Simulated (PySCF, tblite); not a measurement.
**C₅H₈NSi−: geometry, infrared bands and NMR shifts**

What infrared bands and NMR shifts should C₅H₈NSi− (`C=CC#C[SiH-]NC`) show?

Programs: tblite 0.8.0 and PySCF 2.14.0, with density-fitted response routines of our own. Each step states its level of theory. These are calculated values for one molecule in the gas phase, unless marked as measured. Atoms are numbered from 0 throughout.

## Step 1: Starting geometry

15 atoms, charge -1, multiplicity 1; geometry from: force field or distance geometry start.

Bonds of the start (Å): C0–C1 1.35, C1–C2 1.42, C2–C3 1.20, C3–Si4 1.86, Si4–N5 1.70, N5–C6 1.45, C0–H7 1.09, C0–H8 1.09, C1–H9 1.07, Si4–H10 1.48, N5–H11 1.01, C6–H12 1.09, C6–H13 1.10, C6–H14 1.10.

## Step 2: Optimising the geometry with GFN2-xTB

What the job is given:

```
{"job": {"kind": "relax", "xc": "GFN2-xTB", "basis": "xTB"}, "charge": -1, "multiplicity": 1}
C     -1.354300    -2.880100    -1.223200
C     -1.714100    -1.649900    -1.646800
C     -1.317800    -0.495700    -0.915100
C     -1.004200     0.499700    -0.320700
Si    -0.491700     2.012400     0.641500
N      1.207800     2.035900     0.750900
C      2.001700     1.056900     1.477500
H     -0.770400    -3.024200    -0.317000
H     -1.657000    -3.759800    -1.781600
H     -2.299500    -1.528500    -2.537800
H     -0.856100     3.224700    -0.133600
H      1.582100     2.111300    -0.189200
H      1.905400     0.056700     1.049700
H      3.062200     1.337300     1.450100
H      1.701800     1.011400     2.536800
```

Started as:

```sh
$ OMP_NUM_THREADS=1 python probes_run.py task.json out
```

One launch serves the whole session: the jobs run in the order shown.

**Question.** This job is followed by: GFN2-xTB harmonic vibrations, gas phase; GIAO PBE0/pcSseg-1 NMR shielding, non-relativistic, gas phase. What will the session give for the following? strongest single infrared mode (GFN2-xTB); zero-point energy (GFN2-xTB); ¹³C shifts against TMS (PBE0/pcSseg-1); ¹H shifts against TMS (PBE0/pcSseg-1, means over atoms taken as alike); ²⁹Si shifts against TMS (PBE0/pcSseg-1); ¹⁵N shifts against NH3 (PBE0/pcSseg-1).

**Answer**, as computed:

```
                                                              quantity                                   value
                             strongest single infrared mode (GFN2-xTB)                  1883 cm⁻¹, 1024 km/mol
                                          zero-point energy (GFN2-xTB)                           68.6 kcal/mol
                                ¹³C shifts against TMS (PBE0/pcSseg-1)     146.5, 140.8, 124.4, 97.6, 38.0 ppm
¹H shifts against TMS (PBE0/pcSseg-1, means over atoms taken as alike)  5.89, 5.31, 4.15, 3.84, 2.84, 0.38 ppm
                               ²⁹Si shifts against TMS (PBE0/pcSseg-1)                               -28.1 ppm
                                ¹⁵N shifts against NH3 (PBE0/pcSseg-1)                                14.5 ppm
```

In words: The optimisation took 80 steps and gained 0.455 eV; among the close pairs (by a distance rule), Si4–N5 changed most, from 1.703 to 1.769 Å. No mode is imaginary among the 39: a minimum at this level. The strongest single mode, at 1883 cm⁻¹, moves mainly H10. GFN2-xTB is a fitted tight-binding method: band positions and strengths are rough. Its intensities can rank the bands wrongly. At PBE0/pcSseg-1 the HOMO lies above zero (+0.11 eV), as often for anions in the gas phase: self-interaction error lifts it, or the electron is held by the finite basis alone; counter-ions and solvent are missing.
